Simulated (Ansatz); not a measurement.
# Be (hcp type): how the settings move a single-point run

Aim: see which settings change the result for Be (hcp type), by how much, and at what cost.

Method: reference: DFT, PBE, PAW with Ansatz's default frozen-core files, scalar-relativistic, in Ansatz 0.2.0.

**1. The structure to begin with**

The structure is hexagonal, space group P6_3/mmc (No. 194). Conventional cell: a = 2.261 Å, b = 2.261 Å, c = 3.569 Å, α = 90.00°, β = 90.00°, γ = 120.00°. Be (site symmetry -6m2) has 12 Be at 2.21 to 2.26 Å as nearest neighbours.

Structure file:

```
CELL_PARAMETERS angstrom
1.13065 -1.95835 0.00000
1.13065 1.95835 0.00000
0.00000 0.00000 3.56902
ATOMIC_POSITIONS crystal
Be 0.66667 0.33333 0.25000
Be 0.33333 0.66667 0.75000
```

**2. Baseline**

Contents of input.yaml:

```yaml
crystal:
  lattice:
    - [1.1306532617, -1.958348895, 0.0]
    - [1.1306532617, 1.958348895, 0.0]
    - [0.0, 0.0, 3.569023542]
  atoms:
    - { symbol: Be, position: [0.666666667, 0.333333333, 0.25] }
    - { symbol: Be, position: [0.333333333, 0.666666667, 0.75] }
kpoints:
  mp_grid: { grid: [21, 21, 12] }
scf:
  occupations: { method: fermi_dirac, width: 0.05 }
hamiltonian:
  xc: pbe
  pseudopotentials: { kind: paw }
output:
  forces: true
  stress: true
  eigenvalues: true
```

Command:

```sh
ansatz run input.yaml --threads 2 --pin off --max-ram 5120MiB --backend cpu --events-out ev --progress --plain --runs-dir out
```

From the output:

```text
[...]
Basis set: ecut = 420 eV, 311 PW (Γ), exchange–correlation on 32×32×48 points (8 copies of the dense FFT grid, shifted against one another)
[...]
k-points: 336 of 5292
[...]
SCF iter   1: F=—  HF=-185.524679 eV  |F-HF|=—  |Δ(HF+E_count)|=         —  Δρ=1.26e-3  dr2=1.71e-4  ethr=1.77e-3  ⟨swp⟩=5.4  Hψ=18141  notcnv=0
preconditioner: auto → none  [metal: Δε(μ)=0.005 eV  Ē_g=12.901 eV  σ=0.050 eV  W_gap=0.02  n_scr=2 (ndim 8)  ℏωp=18.7 eV  f_vac=0.000  D(μ)=0.28/eV (n_scr^D=2)  sad-step TF]
SCF iter   2: F=—  HF=-185.524692 eV  |F-HF|=—  |Δ(HF+E_count)|=   1.29e-5  Δρ=7.82e-4  dr2=6.83e-5  ethr=4.28e-6  ⟨swp⟩=1.3  Hψ=4800  notcnv=0
[...]
SCF iter   5: F=-185.524739 eV  HF=-185.524739 eV  |F-HF|=1.56e-12  |Δ(HF+E_count)|=  3.55e-10  Δρ=4.51e-7  dr2=1.76e-11  ethr=5.21e-11  ⟨swp⟩=1.0  Hψ=2017  notcnv=0
SCF iter   6: F=-185.524739 eV  HF=-185.524739 eV  |F-HF|=8.53e-14  |Δ(HF+E_count)|=  2.56e-12  Δρ=2.61e-8  dr2=6.69e-14  ethr=1.00e-12  ⟨swp⟩=1.0  Hψ=5050  notcnv=0
[...]
SCF converged after 6 iterations
Free energy (F): -185.524739 eV
[...]
E sigma→0 (E₀):  -185.523662 eV
[...]
Fermi energy:    8.179388 eV
[...]
  P = ⅓ Tr σ = 0.0540 GPa (0.540 kbar)
[...]
```

It took 1.2 s on 2 threads of AMD EPYC 7R43 (Zen 3), shared host; peak memory 0.35 GiB.

**3. Changing settings: mp_grid.grid [10, 10, 6], n_extra_bands 16, eigensolver.kind davidson**

Edit input.yaml of step 2 so:

```diff
@@ -9,5 +9,7 @@
 kpoints:
-  mp_grid: { grid: [21, 21, 12] }
+  mp_grid: { grid: [10, 10, 6] }
 scf:
   occupations: { method: fermi_dirac, width: 0.05 }
+  n_extra_bands: 16
+  eigensolver: { kind: davidson }
 hamiltonian:
```

Command:

```sh
ansatz run input.yaml --threads 2 --pin off --max-ram 5120MiB --backend cpu --events-out ev --progress --plain --runs-dir out
```

The log of the run:

```text
scf.n_extra_bands = 16 over 2 filled bands (N_el = 4.0): the run solves 18 bands
Engine: ansatz 0.2.0
Pseudopotentials: kind: paw
Pseudopotential: Be, paw, valence charge 2, recommended cutoff 420 eV (normal)
Functional definition: PBE
  parameter kappa = 0.804
  parameter beta = 0.06672455060314922
  exchange = pbe_x(kappa = kappa, mu = beta*pi^2/3)
  correlation = pbe_c(beta = beta)
Crystal: 2 atoms, lattice volume = 15.805 Å³
Basis set: ecut = 420 eV, 311 PW (Γ), exchange–correlation on 32×32×48 points (8 copies of the dense FFT grid, shifted against one another)
Bands: 18, of which v1, the nominal top of the filled ones, is band 2 counted from 1 (1 counted from 0)
Symmetry: 24 space group operations
Space group: P63/mmc (ITA 194), of the structure as read, at distance tolerance 2.5e-5 Å
k-points: 56 of 600
Non-local potential: Be, projectors of the file, l = 0: 2, l = 1: 2, l = 2: 1
PAW form: soft (Blöchl's): semilocal exchange-correlation on the pseudo side does not see the compensation charge
PAW one-centre angular grid: Be, 110 points (default); XC on 64 Gauss nodes
Initial density: superposition of atomic densities (neutral atoms: chi_scale 0, normalization atom), corrected by the library's trained network
Initial wavefunctions: pseudopotential atomic-orbital guess
Functional: x = pbe(κ = 0.804, μ = 0.2195149727645171), c = pbe(β = 0.06672455060314922)
SCF iter   1: F=—  HF=-185.500322 eV  |F-HF|=—  |Δ(HF+E_count)|=         —  Δρ=9.87e-4  dr2=9.72e-5  ethr=1.77e-3  ⟨swp⟩=5.6  Hψ=4190  notcnv=0
preconditioner: auto → none  [metal: Δε(μ)=0.073 eV  Ē_g=30.095 eV  σ=0.050 eV  W_gap=0.33  n_scr=2 (ndim 8)  ℏωp=18.7 eV  f_vac=0.000  D(μ)=0.26/eV (n_scr^D=0)  sad-step TF]
SCF iter   2: F=—  HF=-185.500392 eV  |F-HF|=—  |Δ(HF+E_count)|=   7.02e-5  Δρ=6.01e-4  dr2=3.82e-5  ethr=2.43e-6  ⟨swp⟩=2.1  Hψ=1137  notcnv=0  defer=1
iter 3 solved again at ethr=1.63e-9 eV; its pass at ethr=9.55e-7 eV (dr2=6.52e-8 eV) is discarded
iter 3 did not close the SCF: its close was put off for the readings that it lacked (scf_convergence_deferred on its scf_iter line)
SCF iter   3: F=-185.500371 eV  HF=-185.500372 eV  |F-HF|=1.82e-7  |Δ(HF+E_count)|=   2.02e-5  Δρ=2.49e-5  dr2=6.59e-8  ethr=1.63e-9  ⟨swp⟩=2.5  Hψ=2280  notcnv=0
iter 4 did not close the SCF: its close was put off for the readings that it lacked (scf_convergence_deferred on its scf_iter line)
SCF iter   4: F=-185.500371 eV  HF=-185.500371 eV  |F-HF|=5.29e-11  |Δ(HF+E_count)|=   1.80e-7  Δρ=1.15e-6  dr2=1.21e-10  ethr=1.63e-9  ⟨swp⟩=2.0  Hψ=1124  notcnv=0
iter 5 did not close the SCF: its close was put off for the readings that it lacked (scf_convergence_deferred on its scf_iter line)
SCF iter   5: F=-185.500371 eV  HF=-185.500371 eV  |F-HF|=6.25e-13  |Δ(HF+E_count)|=  4.42e-11  Δρ=1.43e-7  dr2=1.57e-12  ethr=3.01e-12  ⟨swp⟩=2.3  Hψ=1143  notcnv=0  defer=1
SCF iter   6: F=-185.500371 eV  HF=-185.500371 eV  |F-HF|=0.00e0  |Δ(HF+E_count)|=  9.38e-13  Δρ=4.89e-9  dr2=1.63e-15  ethr=1.00e-12  ⟨swp⟩=2.0  Hψ=1129  notcnv=0
SCF 1 converged in 6 iterations: F = -185.500371 eV  dr2 = 1.63e-15
SCF converged after 6 iterations
Free energy (F): -185.500371 eV
Harris-Foulkes:  -185.500371 eV  (|F-HF|=0.00e0)
Internal energy: -185.498321 eV  (E = F + TS)
E sigma→0 (E₀):  -185.499346 eV
Entropy (-TS):   -0.002050 eV (-1.025 meV/atom)
Fermi energy:    8.128643 eV
--- Per-component energies (eV) ---
  E_band       = 12.321554
  E_kinetic    = 42.118432
  E_local      = 5.674161  (includes V_loc(G=0)·N_el)
  E_nonlocal   = 8.890882
  E_hartree    = 0.081966
  E_xc         = -39.608916
  E_vxc        = -41.670324  (∫ρ·V_xc dr)
  E_paw        = -119.151612  (= ΣΔE_a)
  E_vpaw       = -2.855528  (= ΣTr[D̂ρ^β])
  E_aug_tail   = -0.000001  (compensation charges beyond the density's cutoff)
  E_ewald      = -83.503233
  E_smearing   = -0.002050  (= −TS)
  E_closure    = 0.000000  (closes the sum)
  Σ components = -185.500371   (vs F -185.500371, Δ=0.00e0)
--- Forces (eV/Å), atoms counted from 1 ---
  atom   1  Be     0.00000000    -0.00000000     0.00000000
  atom   2  Be    -0.00000000    -0.00000000     0.00000000
  max |Σ_I F_I| component: 7.40e-17 eV/Å
--- Stress (GPa, compression-positive) ---
        2.303086      -0.000000       0.000000
        0.000000       2.303086       0.000000
        0.000000       0.000000      -3.634066
  P = ⅓ Tr σ = 0.3240 GPa (3.240 kbar)
--- Band table (eV; the first three rows and the last of 56) ---
  k-point 0: bands = ["-3.2205", "3.6645", "9.2050", "24.1731", "24.1731", "27.0145", "27.0145", "29.0141", "35.2521", "36.5539", "36.5539", "38.0026", "41.0924", "41.0924", "41.3525", "43.1392", "43.1392", "43.8352"]
  k-point 1: bands = ["-2.9805", "2.4798", "10.9483", "24.3891", "24.3891", "26.9273", "26.9273", "27.2519", "35.7820", "35.7820", "36.2948", "37.3486", "38.2468", "39.2974", "39.2974", "44.4621", "44.9497", "44.9497"]
  k-point 2: bands = ["-2.2603", "0.5727", "14.5035", "23.2958", "24.9909", "24.9909", "26.5494", "26.5494", "35.0305", "35.0305", "36.1347", "36.3008", "36.9825", "36.9825", "38.7333", "43.9451", "48.9262", "48.9262"]
  k-point 55: bands = ["6.2116", "6.2116", "9.3182", "9.3182", "14.6849", "14.6849", "24.2493", "24.2493", "32.3990", "32.3990", "36.6720", "36.6720", "41.2257", "41.2257", "45.4105", "45.4105", "53.3714", "53.3714"]
```

Run time: 0.78 s. Hardware: 2 threads of AMD EPYC 7R43 (Zen 3), shared host; peak memory 0.28 GiB.

Changing the k-point mesh, band count and solver moves the energy by +12.2 meV/atom. The energy is not variational in the mesh, so the sign tells nothing. Of the settings changed, the mesh is the one that moves energies this far. Cost: 0.78 s against 1.2 s. These settings are too coarse to quote as the system's properties.

**4. Comparison**

```csv
run,ending,energy change,pressure (GPa),gap (eV),force (eV/Å),cycles,time
reference,converged,0,0.1,0.00,0.00,6,1.2 s
"1: mp_grid.grid [10, 10, 6], n_extra_bands 16, eigensolver.kind davidson",converged,+12.2 meV/atom,0.3,0.00,0.00,6,0.78 s
```

Residual by cycle in the longest SCF loop of each run; runs are numbered as in the table. The quantity is the density residual dr2, in eV.

```csv
cycle,reference,run 1
1,1.7e-4,9.7e-5
2,6.8e-5,3.8e-5
3,5.2e-8,6.6e-8
4,2.1e-9,1.2e-10
5,1.8e-11,1.6e-12
6,6.7e-14,1.6e-15
```

**Reading.** Changing the k-point mesh, band count and solver moves the energy by +12.2 meV/atom. Sampling errors of the energy have no fixed sign. Of the settings changed, the mesh is the one that moves energies this far. Cost: 0.78 s against 1.2 s.
